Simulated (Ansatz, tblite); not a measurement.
# (I2In-mu-H)3 (In₃H₃I₆): a ladder of methods and basis sets

One table from this session's results is given with a row withheld; the runs are named, their logs left out.

Computed with Ansatz 0.2.0, Gaussian basis. Level: as each input shows.

Plan: GFN1-xTB, GFN2-xTB, PBE-D4/def2-TZVP, r2SCAN-D4/def2-TZVP, HF/def2-TZVP, B3LYP-D4/def2-TZVP, r2SCANh-D4/def2-TZVP, LC-ωPBE(0.10)/def2-SVP, LC-ωPBE(0.15)/def2-SVP, LC-ωPBE(0.20)/def2-SVP, LC-ωPBE(0.30)/def2-SVP, PBE-D4/def2-SVP, PBE0-D4/def2-SVP, CCSD(T)/def2-SVP, MP2/def2-TZVP, RPA/def2-TZVP.

1 further run of the same task is left out (set aside as unsound or not needed). Runs told in other sessions of the task aren't counted.

## The relaxed structure

The singlet was relaxed beforehand with PBE-D4/def2-SVP.

12 atoms, charge 0, spin multiplicity 1.

Bond lengths: In1–I2 2.684 Å, In1–I3 2.686 Å, In1–H4 1.906 Å, In1–H12 1.907 Å, H4–In5 1.910 Å, In5–I6 2.685 Å, In5–I7 2.682 Å, In5–H8 1.908 Å, H8–In9 1.909 Å, In9–I10 2.686 Å, In9–I11 2.684 Å, In9–H12 1.910 Å. Angles: I2–In1–I3 127.4°, I2–In1–H4 108.5°, I2–In1–H12 108.2°, I3–In1–H4 106.1°, I3–In1–H12 106.5°, H4–In1–H12 95.5°, In1–H4–In5 138.4°, H4–In5–I6 106.5°, H4–In5–I7 108.0°, H4–In5–H8 94.8°, I6–In5–I7 127.5°, I6–In5–H8 107.7°, I7–In5–H8 107.4°, In5–H8–In9 142.0°, H8–In9–I10 107.5°, H8–In9–I11 107.8°, H8–In9–H12 94.5°, I10–In9–I11 127.4° and more.

I, In take a core potential in the def2 sets. No spin-orbit coupling is included.

PBE0-D4/def2-TZVP was run before; its log isn't repeated, and its numbers join the tables.

Set-up of the first run:

Tight binding, by tblite at 300 K electronic temperature and without a spin-polarisation term:

```python
tblite.interface.Calculator('GFN1-xTB', numbers, positions, charge=0, uhf=0).singlepoint()
```

Tight binding, by tblite at 300 K electronic temperature and without a spin-polarisation term:

```python
tblite.interface.Calculator('GFN2-xTB', numbers, positions, charge=0, uhf=0).singlepoint()
```

start.molden holds the orbitals of an earlier run on this state, given as this run's starting guess.

Contents of in.yaml:

```yaml
crystal:
  periodic: [false, false, false]
  atoms:
    - {symbol: In, position_ang: [0.199637, 2.040160, -0.188160]}
    - {symbol: I, position_ang: [2.070919, 3.618013, -1.289073]}
    - {symbol: I, position_ang: [-2.066543, 2.806043, 1.034500]}
    - {symbol: H, position_ang: [1.058173, 0.823359, 1.002238]}
    - {symbol: In, position_ang: [0.809752, -0.954933, 1.652550]}
    - {symbol: I, position_ang: [3.085090, -2.281180, 1.130800]}
    - {symbol: I, position_ang: [-0.496796, -0.809269, 3.990264]}
    - {symbol: H, position_ang: [-0.462839, -1.436594, 0.314918]}
    - {symbol: In, position_ang: [-0.955963, -1.072953, -1.492931]}
    - {symbol: I, position_ang: [0.689495, -2.484923, -3.078333]}
    - {symbol: I, position_ang: [-3.635101, -0.967382, -1.605251]}
    - {symbol: H, position_ang: [-0.295815, 0.719649, -1.471522]}
basis:
  gaussian: {orbitals: def2-TZVP, fitting: {mean_field: def2-universal-jkfit}, initial_orbitals: start.molden}
hamiltonian: {xc: pbe, dispersion: d4}
scf: {omitted_lower_state_checks: [starts]}
output: {forces: true, orbitals: {seedname: orbitals}}
```

Run with:

```
> ansatz run in.yaml --threads 2 --pin off --events-out ev --progress --plain --max-ram 32768MiB --backend cuda --devices 0, --max-vram 18GiB
```

Steps of the session up to this table: PBE-D4/def2-TZVP; r2SCAN-D4/def2-TZVP; HF/def2-TZVP; B3LYP-D4/def2-TZVP; r2SCANh-D4/def2-TZVP; LC-ωPBE(0.10)/def2-SVP; LC-ωPBE(0.15)/def2-SVP; LC-ωPBE(0.20)/def2-SVP; LC-ωPBE(0.30)/def2-SVP; PBE-D4/def2-SVP; PBE0-D4/def2-SVP; CCSD(T)/def2-SVP; MP2/def2-TZVP; RPA/def2-TZVP.

One table of the session follows, with a row left open; its other results are not shown here.

It belongs to the step «Binding energy». 

| method | binding an atom (eV) |
| --- | --- |
| HF/def2-SVP | ? |
| HF/def2-TZVP | 1.421 |
| PBE-D4/def2-SVP | 2.041 |
| PBE-D4/def2-TZVP | 2.055 |
| r2SCAN-D4/def2-TZVP | 2.073 |
| r2SCANh-D4/def2-TZVP | 2.062 |
| B3LYP-D4/def2-TZVP | 1.983 |
| PBE0-D4/def2-SVP | 2.030 |
| PBE0-D4/def2-TZVP | 2.050 |
| MP2/def2-SVP | 1.958 |
| MP2/def2-TZVP | 2.041 |
| CCSD/def2-SVP | 1.859 |
| CCSD(T)/def2-SVP | 1.899 |

Q: Estimate the row for HF/def2-SVP from the others.

As computed: binding an atom (eV): 1.398. In the column «binding an atom (eV)» it is the lowest.

Limits of these values: Free atoms were run apart at each level; binding is atoms less cluster, divided by the number of atoms, without zero-point or spin-orbit terms.
